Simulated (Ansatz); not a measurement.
# TlPd3: the cost of one run

Computed with Ansatz 0.2.0 (DFT PBEsol, scalar-relativistic, unless a step's input says otherwise).

## Step 1: Starting point

The structure is tetragonal, space group I4/mmm (No. 139). Conventional cell: a = 4.146 Å, b = 4.146 Å, c = 7.497 Å, α = 90.00°, β = 90.00°, γ = 90.00°. Around Tl (site symmetry 4/mmm) lie 12 Pd at 2.79 to 2.93 Å. Pd (site symmetry -4m2) is surrounded by 4 Tl at 2.79 Å and 8 Pd at 2.79 to 2.93 Å. Pd (site symmetry 4/mmm) is surrounded by 8 Pd at 2.79 Å and 4 Tl at 2.93 Å.

Structure file:

```cif
data_structure
_symmetry_space_group_name_H-M 'I4/mmm'
_symmetry_Int_Tables_number 139
_cell_length_a 4.1460
_cell_length_b 4.1460
_cell_length_c 7.4970
_cell_angle_alpha 90.000
_cell_angle_beta 90.000
_cell_angle_gamma 90.000
_cell_volume 128.87
loop_
_atom_site_label
_atom_site_type_symbol
_atom_site_symmetry_multiplicity
_atom_site_Wyckoff_symbol
_atom_site_fract_x
_atom_site_fract_y
_atom_site_fract_z
_atom_site_occupancy
Tl1 Tl 2 a 0.00000 0.00000 0.00000 1
Pd1 Pd 4 d 0.00000 0.50000 0.25000 1
Pd2 Pd 2 b 0.50000 0.50000 0.00000 1
```

The file gives the conventional cell by its symmetry; the runs use the cell typed in the input.

Atoms are numbered in the order of the input: Tl1, Pd2, Pd3, Pd4.

## Step 2: Volume × 0.94, LAPW

File input.yaml:

```yaml
crystal:
  lattice:
    - [-2.0306820034, 2.0306820034, 3.6719785285]
    - [2.0306820034, -2.0306820034, 3.6719785285]
    - [2.0306820034, 2.0306820034, -3.6719785285]
  atoms:
    - { symbol: Tl, position: [0.0, 0.0, 0.0] }
    - { symbol: Pd, position: [0.75, 0.25, 0.5] }
    - { symbol: Pd, position: [0.25, 0.75, 0.5] }
    - { symbol: Pd, position: [0.5, 0.5, 0.0] }
kpoints:
  mp_grid: { grid: [12, 12, 12] }
  band_path:
    path:
      - [0.0, 0.0, 0.0]
      - [0.0, 0.0, 0.5]
      - [0.25, 0.25, 0.25]
      - [0.0, 0.5, 0.0]
      - [0.0, 0.0, 0.0]
      - [0.5, 0.5, -0.5]
      - [0.3264581143, 0.6735418857, -0.3264581143]
      - [-0.3264581143, 0.3264581143, 0.3264581143]
      - [0.0, 0.0, 0.0]
    npoints: 5
scf:
  occupations: { method: fermi_dirac, width: 0.08 }
hamiltonian:
  xc: pbesol
  pseudopotentials: { kind: all_electron, lapw: { basis_error: 0.001 } }
output:
  forces: true
  stress: true
  eigenvalues: true
```

Run with:

```sh
> ansatz run input.yaml --threads 1 --pin off --max-ram 4096MiB --backend cpu --events-out ev --progress --plain --runs-dir out
```

What time and memory should one allow on 1 thread of Intel Xeon 6975P-C (Granite Rapids), shared host?

About 2.6 min, with a peak of 1.8 GiB.
